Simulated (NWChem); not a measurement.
# One shape, several levels: CH4FSSn (SMILES [CH3][Sn]([F])[SH])

We compute a comparison of 3 runs (UHF/def2-SVP, UM06-2X/STO-3G, UPBE0/def2-SVP) of CH4FSSn. 

The results are computed with NWChem 7.3.0.

## (1) Starting point

CH4FSSn: 8 atoms, total charge 0, spin state doublet. SMILES: `[CH3][Sn]([F])[SH]`. The shape is that of a PBE0-D4/def2-TZVP optimisation. This is one conformer, not always the lowest.

Bond lengths: C1–Sn2 2.168 Å, Sn2–F3 1.941 Å, Sn2–S4 2.424 Å, C1–H5 1.088 Å, C1–H6 1.089 Å, C1–H7 1.091 Å, S4–H8 1.345 Å. Angles: C1–Sn2–F3 103.8°, C1–Sn2–S4 109.4°, F3–Sn2–S4 101.7°, Sn2–C1–H5 109.6°, Sn2–C1–H6 109.0°, Sn2–C1–H7 105.6°, Sn2–S4–H8 90.9°, H5–C1–H6 110.8°, H5–C1–H7 110.8°, H6–C1–H7 110.9°.

## (2) Energy and gradient at UHF/def2-SVP (core potential) (run 1)

input.xyz reads:

```xyz
8

C      0.587900     1.174700    -0.623700
Sn    -0.909800     0.006200     0.421700
F     -0.136000    -0.268900     2.180400
S     -0.931500    -2.250500    -0.464200
H      0.550800     2.206800    -0.281200
H      0.398800     1.116500    -1.694800
H      1.545400     0.717400    -0.372000
H     -1.013300    -2.759300     0.777800
```

input.nw reads:

```
START input
memory 2200 mb

GEOMETRY units angstroms noautosym nocenter noautoz
load format xyz input.xyz
END

BASIS spherical bse
* library def2-SVP
END

ECP bse
Sn library def2-SVP
END

SCF
nopen 1
uhf
thresh 1e-08
maxiter 80
print medium
END

TASK scf gradient
```

The run is started by

```sh
$ nwchem input.nw > input.out
```

The program printed:

```text
[...]
  functions       =    92
[...]
  wavefunction    = UHF
[...]
         Total SCF energy =   -750.313258088217
      One electron energy =  -1624.777780800992
      Two electron energy =    620.858406018160
 Nuclear repulsion energy =    253.606116694615
                       Sz =      0.5000
                 Sz(Sz+1) =      0.7500
                      S^2 =      0.7651
[...]
                         UHF ENERGY GRADIENTS
    atom               coordinates                        gradient
                 x          y          z           x          y          z
   1 C       1.110970   2.219861  -1.178622    0.002136   0.000313  -0.000642
   2 Sn     -1.719273   0.011716   0.796897   -0.000809  -0.003457  -0.002083
   3 F      -0.257003  -0.508147   4.120359    0.001275   0.000433   0.000392
   4 S      -1.760280  -4.252828  -0.877211    0.001213   0.004578  -0.004804
   5 H       1.040861   4.170247  -0.531391   -0.001581  -0.000423   0.001267
   6 H       0.753623   2.109879  -3.202708   -0.001656  -0.001066   0.000010
   7 H       2.920383   1.355689  -0.702978   -0.000192  -0.001449   0.001119
   8 H      -1.914859  -5.214321   1.469829   -0.000387   0.001072   0.004742
[...]
```

It took 27 s on 1 thread of Intel Xeon Platinum 8488C (Sapphire Rapids), shared host; peak memory 0.1 GiB.

## (3) Energy and gradient at UM06-2X/STO-3G (run 2)

input.xyz is that of step 2.

input.nw reads:

```
start input
memory total 2200 mb

geometry units angstrom noautosym nocenter noautoz
   load format xyz input.xyz
end

basis spherical bse
   * library STO-3G
end

dft
   xc m06-2x
   mult 2
   grid xfine
   convergence energy 1e-08
   maxiter 100
   mulliken
   print low
end

task dft gradient
```

The run is started by

```sh
$ nwchem input.nw > input.out
```

The program printed:

```text
[...]
 d= 0,ls=0.0,diis     1  -6497.6163176264 -6.98D+03  1.88D-02  9.63D-02     2.6
[...]
 d= 0,ls=0.0,diis    12  -6497.7470367295 -5.77D-09  1.04D-06  3.57D-10    27.9
[...]
         Total DFT energy =    -6497.747036729497
      One electron energy =    -9952.385480105522
           Coulomb energy =     3177.062069240372
    Exchange-Corr. energy =     -205.222774177194
 Nuclear repulsion energy =      482.799148312848
[...]
      <S2> =      0.7533 (Exact =     0.7500)
                         DFT ENERGY GRADIENTS
    atom               coordinates                        gradient
                 x          y          z           x          y          z
   1 C       1.110970   2.219861  -1.178622    0.024684   0.023269  -0.016757
   2 Sn     -1.719273   0.011716   0.796897   -0.014405   0.007242  -0.000362
   3 F      -0.257003  -0.508147   4.120359    0.005704  -0.001930   0.013818
   4 S      -1.760280  -4.252828  -0.877211   -0.002089  -0.018876  -0.004476
   5 H       1.040861   4.170247  -0.531391   -0.004221  -0.002485   0.002836
   6 H       0.753623   2.109879  -3.202708   -0.005497  -0.003511   0.001629
   7 H       2.920383   1.355689  -0.702978   -0.004985  -0.005902   0.005189
   8 H      -1.914859  -5.214321   1.469829    0.000807   0.002192  -0.001877
 Task  times  cpu:       34.3s     wall:       34.3s
 Total times  cpu:       34.3s     wall:       34.3s
```

Wall time 35 s (1 thread of Intel Xeon Platinum 8488C (Sapphire Rapids), shared host); peak memory 0.14 GiB.

## (4) Energy and gradient at UPBE0/def2-SVP (core potential) (run 3)

ch4fssn.xyz reads:

```xyz
8

C      0.587900     1.174700    -0.623700
Sn    -0.909800     0.006200     0.421700
F     -0.136000    -0.268900     2.180400
S     -0.931500    -2.250500    -0.464200
H      0.550800     2.206800    -0.281200
H      0.398800     1.116500    -1.694800
H      1.545400     0.717400    -0.372000
H     -1.013300    -2.759300     0.777800
```

run.py reads:

```python
from ase.io import read
from ase.calculators.nwchem import NWChem

atoms = read('ch4fssn.xyz')

calc = NWChem(
    label='ch4fssn',
    theory='dft',
    memory='2200 mb',
    basis='def2-SVP',
    basispar='spherical bse',
    dft={'xc': 'pbe0', 'mult': '2', 'grid': 'fine', 'convergence': 'energy 1e-08', 'iterations': '100', 'mulliken': None},
    **{'ecp bse': {'Sn library': 'def2-SVP'}},
)
atoms.calc = calc

forces = atoms.get_forces()
print("Total energy (eV):", round(atoms.get_potential_energy(), 6))
print("forces (eV/A):")
for s, f in zip(atoms.symbols, forces):
    print(f"{s:2s} {f[0]:10.5f} {f[1]:10.5f} {f[2]:10.5f}")
```

The run is started by

```sh
$ export ASE_NWCHEM_COMMAND="nwchem PREFIX.nwi > PREFIX.nwo"
$ python run.py
```

The program printed:

```text
Total energy (eV): -20472.836409
forces (eV/A):
C    -0.11483   -0.11472    0.04870
Sn   -0.27495    0.26719   -0.17000
F     0.14943   -0.07276    0.38279
S     0.00499   -0.18615   -0.29074
H    -0.00468    0.31702    0.09493
H    -0.03862   -0.00591   -0.31362
H     0.28143   -0.11112    0.06299
H    -0.00273   -0.09354    0.18502
```

The calculator wrote ch4fssn.nwi:

```
title "ch4fssn"

permanent_dir ch4fssn

scratch_dir ch4fssn

start ch4fssn

geometry units angstrom nocenter noautosym noautoz
  C  5.8789999999999998e-01 1.1747000000000001e+00 -6.2370000000000003e-01
  Sn -9.0980000000000005e-01 6.1999999999999998e-03 4.2170000000000002e-01
  F  -1.3600000000000001e-01 -2.6889999999999997e-01 2.1804000000000001e+00
  S  -9.3149999999999999e-01 -2.2505000000000002e+00 -4.6420000000000000e-01
  H  5.5079999999999996e-01 2.2067999999999999e+00 -2.8120000000000001e-01
  H  3.9879999999999999e-01 1.1165000000000000e+00 -1.6948000000000001e+00
  H  1.5454000000000001e+00 7.1740000000000004e-01 -3.7200000000000000e-01
  H  -1.0133000000000001e+00 -2.7593000000000001e+00 7.7780000000000005e-01
end

memory 2200 mb

basis spherical bse noprint
   * library def2-SVP
end

dft
  xc pbe0
  mult 2
  grid fine
  convergence energy 1e-08
  iterations 100
  mulliken
end
ecp bse
  Sn library def2-SVP
end

task dft gradient
```

ch4fssn.nwo:

```text
Northwest Computational Chemistry Package (NWChem) 7.3.0
             --------------------------------------------------------

           Job information
           ---------------

    nwchem branch   = 7.3.0
    use scalapack   = T
    input           = ch4fssn.nwi
    prefix          = ch4fssn.
    data base       = ch4fssn/ch4fssn.db
    status          = startup
    nproc           =        1

           Memory information
           ------------------

[... 5 lines left out ...]
    hardfail = no
[... 130 lines left out ...]
          Convergence on energy requested:  1.00D-08
[... 30 lines left out ...]
          total energy or number of iterations.
[... 82 lines left out ...]
      One electron energy =    -1625.370199902180
[... 1461 lines left out ...]
          Convergence on energy requested:  1.00D-08
[... 30 lines left out ...]
          total energy or number of iterations.
[... 36 lines left out ...]
                 ----------------------------------------
                 |  Time  |  1-e(secs)   |  2-e(secs)   |
                 ----------------------------------------
                 |  CPU   |       0.04   |       5.25   |
                 ----------------------------------------
                 |  WALL  |       0.04   |       5.25   |
                 ----------------------------------------

 Task  times  cpu:       33.4s     wall:       33.4s
 Total times  cpu:       33.5s     wall:       33.5s
```

It took 35 s on 1 thread of Intel Xeon Platinum 8488C (Sapphire Rapids), shared host; peak memory 0.13 GiB.

## (5) Overview of the runs

```
run                            level  core potential  iteration cap   energy (Eh)  dipole moment (D)  HOMO energy (eV)  LUMO energy (eV)  wall time
  1    UHF/def2-SVP (core potential)        def2-SVP             80   -750.313258               2.86             -8.99             -0.09       27 s
  2                   UM06-2X/STO-3G               –            100  -6497.747037                  –                 –                 –       35 s
  3  UPBE0/def2-SVP (core potential)        def2-SVP            100   -752.362867               2.29             -6.27             -3.54       35 s
```

## (6) Results

```
                                 quantity          value
                      run 3: total energy  -752.36287 Eh
                     run 3: dipole moment         2.29 D
run 3: HOMO energy (highest over α and β)       -6.27 eV
 run 3: LUMO energy (lowest over α and β)       -3.54 eV
                              run 3: ⟨S²⟩          0.754
          run 3: largest force on an atom     0.419 eV/Å
```

**Reading.** Totals of different functionals can't be ranked against each other. Some runs of one species differ in core potentials or relativity; totals across that change don't compare. In run 2 the basis is minimal, so the values are rough. In run 2 relativity is left out where basis or elements ask for it. All runs together took 97 s, the longest 35 s.
